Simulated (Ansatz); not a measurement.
**Al (Al (110), 4 layers): a single-point run**

The task is a single-point run on Al (Al (110), 4 layers). The structure is shown as the input types it.

Computed with Ansatz 0.2.0 (Kohn-Sham DFT, with the functional, basis and potentials that each input names (as first typed), unless a step's input says otherwise).

**1. Starting point**

The structure is orthorhombic, space group Pmmn (No. 59). Conventional cell: a = 2.857 Å, b = 4.041 Å, c = 20.286 Å, α = 90.00°, β = 90.00°, γ = 90.00°. Around Al (site symmetry mm2) lie 7 Al at 2.86 Å. Al (site symmetry mm2) has 11 Al at 2.86 Å as nearest neighbours.

As a file:

```cif
data_structure
_symmetry_space_group_name_H-M 'Pmmn:1'
_symmetry_Int_Tables_number 59
_cell_length_a 2.8575
_cell_length_b 4.0411
_cell_length_c 20.2862
_cell_angle_alpha 90.000
_cell_angle_beta 90.000
_cell_angle_gamma 90.000
_cell_volume 234.25
loop_
_atom_site_label
_atom_site_type_symbol
_atom_site_symmetry_multiplicity
_atom_site_Wyckoff_symbol
_atom_site_fract_x
_atom_site_fract_y
_atom_site_fract_z
_atom_site_occupancy
Al1 Al 2 a 0.00000 0.00000 0.39436 1
Al2 Al 2 a 0.50000 0.50000 0.46479 1
```

**2. Input and run**

Contents of input.yaml:

```yaml
crystal:
  lattice:
    - [2.8574853682, 0.0, 0.0]
    - [0.0, 4.041094562, 0.0]
    - [0.0, 0.0, 20.2862]
  atoms:
    - { symbol: Al, position: [0.25, 0.25, 0.3943560634] }
    - { symbol: Al, position: [0.75, 0.75, 0.4647853542] }
    - { symbol: Al, position: [0.25, 0.25, 0.5352146454] }
    - { symbol: Al, position: [0.75, 0.75, 0.6056439366] }
kpoints:
  mp_grid: { grid: [13, 9, 1] }
scf:
  occupations: { method: fermi_dirac, width: 0.08 }
  max_iter: 50
hamiltonian:
  xc: pbe
  pseudopotentials: { kind: paw }
  hubbard: { sites: [{ species: Al, l: f, u_eff: 30.0 }] }
output:
  forces: true
  stress: true
  eigenvalues: true
  populations: true
efield:
  axis: 3
  amplitude: 0
  dipole_correction: true
```

The run is started by

```console
> ansatz run input.yaml --threads 1 --pin off --max-ram 3584MiB --backend cpu --events-out ev --progress --plain --runs-dir out
```

**Question.** How will this run end, and is anything wrong with its input?

The program refused the input before any cycle. It says: «inconsistent input (hamiltonian.hubbard.sites[].l, hamiltonian.hubbard.sites[].shell): the file of Al doesn't list 4f, and it can't be added: PBE doesn't bind the shell 4f of the free atom, whose level lies at +1.02 eV ...»

The suspect setting: hamiltonian.hubbard.sites is [{species: Al, l: f, u_eff: 30.0}]. The Hubbard term names a species or shell that the system's potentials don't have.

Remedy: delete hamiltonian.hubbard.sites.
